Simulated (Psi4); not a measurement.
**One shape, several levels: GeHF2 (SMILES [F][GeH][F])**

Aim: a comparison of 6 runs (UB3LYP/6-31G*, UB2PLYP/def2-SVP, UBP86/6-311G, UTPSSh/def2-SVPD, U-mPW1B95-D3(BJ)/aug-cc-pVTZ-DK, U-mPW1B95/aug-cc-pVTZ-DK) of GeHF2. 

The results are computed with Psi4 1.11.

1 further run of the same task is left out (set aside as unsound or not needed).

**1. The structure to begin with**

GeHF2 has 4 atoms, charge 0, and is taken as a doublet. As SMILES, `[F][GeH][F]`. Geometry: relaxed at PBE0-D4/def2-TZVP.

Bond lengths: F1–Ge2 1.732 Å, Ge2–F3 1.732 Å, Ge2–H4 1.564 Å. Angles: F1–Ge2–F3 103.8°, F1–Ge2–H4 106.9°, F3–Ge2–H4 107.0°.

**2. A single-point energy at UB3LYP/6-31G(d) (spherical functions) (run 1)**

calc.in reads:

```
memory 1600 MB

molecule m {
  0 2
  F     -0.47299845    -0.09524220     2.93266597
  Ge     0.94372923    -0.16346131    -0.01795240
  F     -0.84432963    -2.33343382    -1.69470639
  H      0.47847865     2.47818684    -1.25817965
  units bohr
  symmetry c1
}

set {
  basis 6-31G*
  reference uks
  puream true
  e_convergence 1e-09
  d_convergence 1e-08
  scf_type pk
  dft_radial_points 99
  dft_spherical_points 590
  maxiter 200
}

E, wfn = energy("b3lyp", return_wfn=True)
oeprop(wfn, "LOWDIN_CHARGES", "DIPOLE", "MAYER_INDICES")
```

Started as:

```sh
$ psi4 calc.in calc.out -n 1
```

calc.out:

```text
[...]
  Running in c1 symmetry.
[...]
  Nuclear repulsion =  206.082072830856561
[...]
  Multiplicity = 2
[...]
  Nalpha       = 26
  Nbeta        = 25
[...]
    Number of basis functions: 62
[...]
   @UKS iter   1: -2275.80651866882363   -2.33126e+00   4.29950e-02 ADIIS/DIIS
[...]
   @UKS iter  13: -2277.06081971496678   -1.36424e-12   3.58219e-09 DIIS
[...]
   @S^2 Observed:                7.529077487E-01
[...]
    Orbital Energies [Eh]
    ---------------------
    Alpha Occupied:
       1A   -398.790509     2A    -49.863958     3A    -44.388622
       4A    -44.387509     5A    -44.387217     6A    -24.679347
       7A    -24.679334     8A     -6.298821     9A     -4.470436
      10A     -4.469317    11A     -4.467282    12A     -1.289403
      13A     -1.280712    14A     -1.271992    15A     -1.271011
      16A     -1.269971    17A     -1.159220    18A     -1.135260
      19A     -0.577866    20A     -0.460438    21A     -0.452746
      22A     -0.429421    23A     -0.403962    24A     -0.392983
      25A     -0.388952    26A     -0.258002
    Alpha Virtual:
[...]
  @UKS Final Energy: -2277.06081971496678
   => Energetics <=
    Nuclear Repulsion Energy =            206.0820728308565606
    One-Electron Energy =               -3583.7714100509574564
    Two-Electron Energy =                1181.4880940080183791
    DFT Exchange-Correlation Energy =     -80.8595765028845648
    Empirical Dispersion Energy =           0.0000000000000000
    VV10 Nonlocal Energy =                  0.0000000000000000
    Total Energy =                      -2277.0608197149667831
[...]
 Multipole Moments:
 ------------------------------------------------------------------------------------
     Multipole            Electronic (a.u.)      Nuclear  (a.u.)        Total (a.u.)
 ------------------------------------------------------------------------------------
 L = 1.  Multiply by 2.5417464519 to convert [e a0] to [Debye]
 Dipole X            :          2.2667695           -1.5990694            0.6677002
 Dipole Y            :         -0.0368648            0.5568260            0.5199612
 Dipole Z            :         -0.1642894           -0.1408755           -0.3051649
 Magnitude           :                                                    0.8996159
[...]
```

Wall time 9 s (1 thread of Intel Xeon Platinum 8488C (Sapphire Rapids), shared host); peak memory 0.57 GiB.

**3. The energy at UB2PLYP/def2-SVP (density fitting for correlation) (run 2)**

f2geh.xyz reads:

```xyz
4
F2GeH
F     -0.250300    -0.050400     1.551900
Ge     0.499400    -0.086500    -0.009500
F     -0.446800    -1.234800    -0.896800
H      0.253200     1.311400    -0.665800
```

job.py reads:

```python
import psi4

psi4.set_memory('1600 MB')
psi4.set_num_threads(1)
psi4.set_output_file('psi4.out', False)

with open('f2geh.xyz') as f:
    atoms = ''.join(f.readlines()[2:])
mol = psi4.geometry('0 2\n' + atoms + 'symmetry c1\nno_reorient\nno_com')

options = {'basis': 'def2-SVP', 'reference': 'uks', 'puream': True, 'e_convergence': 1e-09, 'd_convergence': 1e-08, 'scf_type': 'pk', 'dft_radial_points': 99, 'dft_spherical_points': 590, 'num_frozen_docc': 11, 'maxiter': 200}
psi4.set_options(options)

e = psi4.energy('b2plyp')
print(f'b2plyp energy: {e:.10f} Eh')
```

Started as:

```sh
$ python job.py
```

psi4.out:

```text
[...]
  Running in c1 symmetry.
[...]
  Nuclear repulsion =  206.082072780868685
[...]
  Multiplicity = 2
[...]
  Nalpha       = 26
  Nbeta        = 25
[...]
    Number of basis functions: 65
[...]
   @UKS iter   1: -2275.16506108611929   -3.00916e+00   3.34794e-02 ADIIS/DIIS
[...]
   @UKS iter  13: -2276.18125173413864   -7.73070e-12   9.30470e-09 DIIS
[...]
   @S^2 Observed:                7.553299971E-01
[...]
    Orbital Energies [Eh]
    ---------------------
    Alpha Occupied:
       1A   -401.491896     2A    -50.813029     3A    -45.167173
       4A    -45.165786     5A    -45.165303     6A    -25.340768
       7A    -25.340724     8A     -6.690869     9A     -4.784459
      10A     -4.782145    11A     -4.779532    12A     -1.475237
      13A     -1.466675    14A     -1.458997    15A     -1.457649
      16A     -1.456519    17A     -1.307228    18A     -1.283138
      19A     -0.664620    20A     -0.551736    21A     -0.542489
      22A     -0.528416    23A     -0.504341    24A     -0.489289
      25A     -0.471480    26A     -0.317802
    Alpha Virtual:
[...]
  @UKS Final Energy: -2276.18125173413864
   => Energetics <=
    Nuclear Repulsion Energy =            206.0820727808686854
    One-Electron Energy =               -3584.1674375514867279
    Two-Electron Energy =                1149.7258706940660886
    DFT Exchange-Correlation Energy =     -47.8217576575867795
    Empirical Dispersion Energy =           0.0000000000000000
    VV10 Nonlocal Energy =                  0.0000000000000000
    Total Energy =                      -2276.1812517341386410
[...]
 Multipole Moments:
 ------------------------------------------------------------------------------------
     Multipole            Electronic (a.u.)      Nuclear  (a.u.)        Total (a.u.)
 ------------------------------------------------------------------------------------
 L = 1.  Multiply by 2.5417464519 to convert [e a0] to [Debye]
 Dipole X            :        -17.9751083           18.8218612            0.8467529
 Dipole Y            :         25.1549141          -24.6106592            0.5442549
 Dipole Z            :         -9.6402784            9.3089799           -0.3312985
 Magnitude           :                                                    1.0596993
[...]
```

Standard output:

```text
b2plyp energy: -2276.3716909890 Eh
```

Wall time 8.7 s (1 thread of Intel Xeon Platinum 8488C (Sapphire Rapids), shared host); peak memory 0.58 GiB.

Runs 3 to 4 aren't shown in full; the table further down has their settings and results.

**4. The energy at U-mPW1B95-D3(BJ)/aug-cc-pVTZ-DK (DKH2, density fitting) (run 5)**

input.json reads:

```json
{
 "schema_name": "qcschema_input",
 "schema_version": 1,
 "molecule": {
  "schema_name": "qcschema_molecule",
  "schema_version": 2,
  "symbols": ["F", "Ge", "F", "H"],
  "geometry": [-0.47299845, -0.0952422, 2.93266597, 0.94372923, -0.16346131, -0.0179524, -0.84432963, -2.33343382, -1.69470639, 0.47847865, 2.47818684, -1.25817965],
  "molecular_charge": 0,
  "molecular_multiplicity": 2
 },
 "driver": "energy",
 "model": {
  "method": "mpw1b95-d3bj",
  "basis": "aug-cc-pVTZ-DK"
 },
 "keywords": {
  "reference": "uks",
  "relativistic": "dkh",
  "dkh_order": 2
 }
}
```

Started as:

```sh
$ psi4 --qcschema input.json -n 1 --memory 1600MB
```

stdout:

```text
[...]
  Running in c1 symmetry.
[...]
  Nuclear repulsion =  206.082072830856561
[...]
  Multiplicity = 2
[...]
  Nalpha       = 26
  Nbeta        = 25
[...]
    Number of basis functions: 174
[...]
   @DF-UKS iter   1: -2298.45041035324448   -2.63072e+00   1.28793e-02 DIIS/ADIIS
[...]
   @DF-UKS iter   8: -2299.59538393161392   -5.12483e-07   9.27592e-07 DIIS
[...]
   @S^2 Observed:                7.534134073E-01
[...]
    Orbital Energies [Eh]
    ---------------------
    Alpha Occupied:
       1A   -405.140962     2A    -51.409538     3A    -44.908232
       4A    -44.906918     5A    -44.906538     6A    -24.919249
       7A    -24.919234     8A     -6.615899     9A     -4.605536
      10A     -4.603319    11A     -4.601380    12A     -1.329096
      13A     -1.319121    14A     -1.308010    15A     -1.306883
      16A     -1.305744    17A     -1.224880    18A     -1.199605
      19A     -0.622032    20A     -0.502538    21A     -0.491340
      22A     -0.474637    23A     -0.451927    24A     -0.439142
      25A     -0.427496    26A     -0.285221
    Alpha Virtual:
[...]
  @DF-UKS Final Energy: -2299.59538393161392
   => Energetics <=
    Nuclear Repulsion Energy =            206.0820728308565606
    One-Electron Energy =               -3612.6866470008608303
    Two-Electron Energy =                1178.2186523657567250
    DFT Exchange-Correlation Energy =     -71.2085094288467246
    Empirical Dispersion Energy =          -0.0009526985194964
    VV10 Nonlocal Energy =                  0.0000000000000000
    Total Energy =                      -2299.5953839316134690
[...]
 Multipole Moments:
 ------------------------------------------------------------------------------------
     Multipole            Electronic (a.u.)      Nuclear  (a.u.)        Total (a.u.)
 ------------------------------------------------------------------------------------
 L = 1.  Multiply by 2.5417464519 to convert [e a0] to [Debye]
 Dipole X            :          2.3821057           -1.5990694            0.7830364
 Dipole Y            :          0.0235780            0.5568260            0.5804040
 Dipole Z            :         -0.2027891           -0.1408755           -0.3436646
 Magnitude           :                                                    1.0334990
[...]
```

The result, in JSON:

```text
{
 "driver": "energy",
 "model": {
  "method": "mpw1b95-d3bj",
  "basis": "aug-cc-pVTZ-DK"
 },
 "success": true,
 "return_result": -2299.595383931614,
 "properties": {
  "calcinfo_nbasis": 174,
  "calcinfo_nmo": 174,
  "calcinfo_nalpha": 26,
  "calcinfo_nbeta": 25,
  "calcinfo_natom": 4,
  "nuclear_repulsion_energy": 206.08207283085656,
  "return_energy": -2299.595383931614,
  "scf_one_electron_energy": -3612.686647000861,
  "scf_two_electron_energy": 1178.2186523657567,
  "scf_xc_energy": -71.20850942884672,
  "scf_dispersion_correction_energy": -0.0009526985194963529,
  "scf_dipole_moment": [0.7830363587273774, 0.5804040266655526, -0.34366458345930484],
  "scf_total_energy": -2299.595383931614,
  "scf_iterations": 8
 }
}
```

It took 21 s on 1 thread of Intel Xeon Platinum 8488C (Sapphire Rapids), shared host; peak memory 1.7 GiB.

**5. A single-point energy at U-mPW1B95/aug-cc-pVTZ-DK (DKH2, density fitting) (run 6)**

f2geh.sdf reads:

```

     RDKit          3D

  4  3  0  0  0  0  0  0  0  0999 V2000
   -0.2503   -0.0504    1.5519 F   0  0  0  0  0  0  0  0  0  0  0  0
    0.4994   -0.0865   -0.0095 Ge  0  0  0  0  0  3  0  0  0  0  0  0
   -0.4468   -1.2348   -0.8968 F   0  0  0  0  0  0  0  0  0  0  0  0
    0.2532    1.3114   -0.6658 H   0  0  0  0  0  0  0  0  0  0  0  0
  2  1  1  0
  3  2  1  0
  4  2  1  0
M  RAD  1   2   2
M  END
$$$$
```

run.py reads:

```python
import psi4
from rdkit import Chem

psi4.set_memory('1600 MB')
psi4.set_num_threads(1)
psi4.core.set_output_file('psi4.out', False)

rd = Chem.SDMolSupplier('f2geh.sdf', removeHs=False, sanitize=False)[0]
xyz = rd.GetConformer().GetPositions()
atoms = '\n'.join(f'{a.GetSymbol()} {x:.4f} {y:.4f} {z:.4f}' for a, (x, y, z) in zip(rd.GetAtoms(), xyz))
mol = psi4.geometry('0 2\n' + atoms + '')

psi4.set_options(dict(basis='aug-cc-pVTZ-DK', reference='uks', relativistic='dkh', dkh_order=2))

e_tot = psi4.energy("mpw1b95", molecule=mol)
print('E =', round(e_tot, 9))
```

Started as:

```sh
$ python run.py
```

psi4.out:

```text
[...]
  Running in c1 symmetry.
[...]
  Nuclear repulsion =  206.082072780868685
[...]
  Multiplicity = 2
[...]
  Nalpha       = 26
  Nbeta        = 25
[...]
    Number of basis functions: 174
[...]
   @DF-UKS iter   1: -2298.44945765512284   -2.63072e+00   1.28793e-02 ADIIS/DIIS
[...]
   @DF-UKS iter   8: -2299.59443123332494   -5.12487e-07   9.27592e-07 DIIS
[...]
   @S^2 Observed:                7.534134073E-01
[...]
    Orbital Energies [Eh]
    ---------------------
    Alpha Occupied:
       1A   -405.140962     2A    -51.409538     3A    -44.908232
       4A    -44.906918     5A    -44.906538     6A    -24.919249
       7A    -24.919234     8A     -6.615899     9A     -4.605536
      10A     -4.603319    11A     -4.601380    12A     -1.329096
      13A     -1.319121    14A     -1.308010    15A     -1.306883
      16A     -1.305744    17A     -1.224880    18A     -1.199605
      19A     -0.622032    20A     -0.502538    21A     -0.491340
      22A     -0.474637    23A     -0.451927    24A     -0.439142
      25A     -0.427496    26A     -0.285221
    Alpha Virtual:
[...]
  @DF-UKS Final Energy: -2299.59443123332494
   => Energetics <=
    Nuclear Repulsion Energy =            206.0820727808686854
    One-Electron Energy =               -3612.6866468983243976
    Two-Electron Energy =                1178.2186523126490556
    DFT Exchange-Correlation Energy =     -71.2085094285183686
    Empirical Dispersion Energy =           0.0000000000000000
    VV10 Nonlocal Energy =                  0.0000000000000000
    Total Energy =                      -2299.5944312333249400
[...]
 Multipole Moments:
 ------------------------------------------------------------------------------------
     Multipole            Electronic (a.u.)      Nuclear  (a.u.)        Total (a.u.)
 ------------------------------------------------------------------------------------
 L = 1.  Multiply by 2.5417464519 to convert [e a0] to [Debye]
 Dipole X            :          2.3821057           -1.5990694            0.7830364
 Dipole Y            :          0.0235780            0.5568260            0.5804040
 Dipole Z            :         -0.2027891           -0.1408755           -0.3436646
 Magnitude           :                                                    1.0334990
[...]
```

The script printed:

```text
E = -2299.594431233
```

Run time: 20 s. Hardware: 1 thread of Intel Xeon Platinum 8488C (Sapphire Rapids), shared host; peak memory 1.7 GiB.

**6. All runs side by side**

| run | level | frozen core orbitals | fitting correlation | energy (Eh) | dipole moment (D) | HOMO energy (eV) | LUMO energy (eV) | wall time |
| --- | --- | --- | --- | --- | --- | --- | --- | --- |
| 1 | UB3LYP/6-31G* (spherical functions) | 0 | – | -2277.060820 | 2.29 | -7.02 | -4.11 | 9 s |
| 2 | UB2PLYP/def2-SVP (density fitting for correlation) | 11 | density fitting | -2276.371691 | – | -8.65 | -2.61 | 8.7 s |
| 3 | UBP86/6-311G (sfX2C, density fitting) | 0 | – | -2297.117543 | 2.74 | -6.36 | -5.18 | 3.9 s |
| 4 | UTPSSh/def2-SVPD | 0 | – | -2276.876762 | 2.48 | -7.03 | -4.48 | 33 s |
| 5 | U-mPW1B95-D3(BJ)/aug-cc-pVTZ-DK (DKH2, density fitting) | 0 | – | -2299.595384 | 2.63 | -7.76 | -3.95 | 21 s |
| 6 | U-mPW1B95/aug-cc-pVTZ-DK (DKH2, density fitting) | 0 | – | -2299.594431 | 2.63 | -7.76 | -3.95 | 20 s |

**7. Results**

| quantity | value |
| --- | --- |
| run 6: total energy | -2299.59443 Eh |
| run 6: dipole moment | 2.63 D |
| run 6: HOMO energy (highest over α and β) | -7.76 eV |
| run 6: LUMO energy (lowest over α and β) | -3.95 eV |
| run 6: ⟨S²⟩ | 0.753 |

In words: Over runs 1, 3, 4, 5, 6 the dipole moment (its size) runs from 2.29 D (UB3LYP/6-31G*) to 2.74 D (UBP86/6-311G). The two ends differ in method and basis and Hamiltonian. Totals of different functionals can't be ranked against each other. Some runs of one species differ in core potentials or relativity; totals across that change don't compare. All runs together took 95 s, the longest 33 s.
